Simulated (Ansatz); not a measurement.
**BCl (SMILES [B]Cl) at r2SCAN/def2-TZVPPD**

What is the electronic atomisation energy of BCl at r2SCAN/def2-TZVPPD? 

Program for the calculation: Ansatz 0.2.0.

40 further runs of the same task are left out: 40 set aside as unsound or not needed.

## 1. The system as given

BCl: 2 atoms, total charge 0, spin state singlet. SMILES: `[B]Cl`. The shape is that of a PBE0-D4/def2-TZVP optimisation.

Bond lengths: B1–Cl2 1.718 Å.

## 2. The energy at r2SCAN/def2-TZVPPD

The input, molecule.yaml:

```yaml
basis:
  gaussian: {orbitals: def2-TZVPPD.json}
crystal:
  periodic: [false, false, false]
  atoms:
    - {symbol: B, position_ang: [-0.000000, -0.000000, -0.069660]}
    - {symbol: Cl, position_ang: [0.000000, 0.000000, 1.648190]}
hamiltonian: {xc: r2scan}
accuracy: high
output: {orbitals: {seedname: orbitals}}
```

The basis set def2-TZVPPD is read from a file made from the Basis Set Exchange's data (not shown).

Run with:

```
$ ansatz run molecule.yaml --threads 1 --pin off --max-ram 3480MiB --events-out events.jsonl --progress --plain --runs-dir runs
```

What it wrote:

```text
Warning: RAYON_NUM_THREADS=1 ignored (pool sized by the plan → 1); use --threads N
Functional definition: r2SCAN
  name "r2SCAN"
  parameter k0 = 0.174
  parameter k1 = 0.065
  parameter a1 = 4.9479
  exchange = r2scan_x(k0 = k0, k1 = k1, a1 = a1)
  correlation = r2scan_c
1174 factors; integrals over basis functions are off by at most 3.0e-9 eV
mean field evaluation 1: about -13195.5589 eV, gradient 1.4e1 eV
mean field evaluation 2: about -13194.8138 eV, gradient 2.2e1 eV
mean field evaluation 4: about -13196.1763 eV, gradient 6.9e-1 eV
mean field evaluation 8: about -13196.1781 eV, gradient 3.2e-2 eV
mean field evaluation 16: about -13196.1781 eV, gradient 1.7e-6 eV
mean field -13196.17808578 eV, -484.9505999615 hartree, gradient 2.1e-8 eV, S^2 0.000000; 0 other end points of the search recorded, 0 dependent functions left out
reference -13196.17808680 eV, -484.9505999991 hartree; 11, 11 occupied and 77, 77 virtual orbitals, 1174 factors
Total energy: -13196.17808680 eV, -484.9505999991 hartree
```

Run time: 5.1 s. Hardware: 1 thread of Arm Neoverse V1, shared host; peak memory 0.17 GiB.

## 3. The B atom

The input, in.yaml:

```yaml
crystal:
  periodic: [false, false, false]
  atoms:
    - {symbol: B, position_ang: [0.000000, 0.000000, 0.000000]}
basis:
  gaussian: {orbitals: def2-TZVPPD.json}
magnetization: {spin_polarized: true, initial_magnetization: 1}
hamiltonian: {xc: {name: r2SCAN}}
accuracy: high
```

The basis set def2-TZVPPD is read from a file made from the Basis Set Exchange's data (not shown).

Run the same way, it converges to -24.63682 Eh (log not shown).

## 4. The Cl atom at the same level

The input, job.yaml:

```yaml
basis:
  gaussian:
    orbitals: def2-TZVPPD.json
crystal:
  periodic: [false, false, false]
  atoms:
    - symbol: Cl
      position_ang: [0.000000, 0.000000, 0.000000]
magnetization:
  spin_polarized: true
  initial_magnetization: 1
hamiltonian:
  xc: {name: r2SCAN}
accuracy: high
```

The basis set def2-TZVPPD is read from a file made from the Basis Set Exchange's data (not shown).

Run with:

```
$ ansatz run job.yaml --threads 1 --pin off --max-ram 3480MiB --events-out events.jsonl --progress --plain --runs-dir runs
```

What it wrote (excerpt; [...] marks lines left out):

```text
Warning: RAYON_NUM_THREADS=1 ignored (pool sized by the plan → 1); use --threads N
[... 7 set-up lines as earlier in the session ...]
487 factors; integrals over basis functions are off by at most 2.9e-9 eV
mean field evaluation 1: about -12520.2835 eV, gradient 5.4e0 eV
mean field evaluation 2: about -12520.4134 eV, gradient 2.2e0 eV
mean field evaluation 4: about -12520.4312 eV, gradient 8.1e-2 eV
mean field evaluation 8: about -12520.4324 eV, gradient 3.0e-3 eV
mean field evaluation 16: about -12520.4324 eV, gradient 1.8e-8 eV
mean field evaluation 32: about -12520.4324 eV, gradient 8.4e-4 eV
mean field -12520.43241041 eV, -460.1174044288 hartree, gradient 1.5e-8 eV, S^2 0.755852; 1 other end points of the search recorded, 0 dependent functions left out
reference -12520.43241462 eV, -460.1174045833 hartree; 9, 8 occupied and 42, 43 virtual orbitals, 487 factors
Total energy: -12520.43241462 eV, -460.1174045833 hartree
```

Wall time 4.5 s (1 thread of Arm Neoverse V1, shared host); peak memory 0.14 GiB.

## 5. What came out

At r2SCAN/def2-TZVPPD:

| quantity | value |
| --- | --- |
| molecule: total energy | -484.95060 Eh |
| molecule: HOMO energy | -6.50 eV |
| molecule: LUMO energy | -2.71 eV |
| molecule: HOMO–LUMO gap | 3.79 eV |
| B atom: total energy | -24.63682 Eh |
| B atom: ⟨S²⟩ | 0.758 |
| Cl atom: total energy | -460.11740 Eh |
| Cl atom: ⟨S²⟩ | 0.756 |
| electronic atomisation energy | 5.344 eV |

What this shows: Taking the molecule apart into free atoms costs 5.34 eV (123 kcal/mol), before zero-point energy and without spin-orbit coupling.
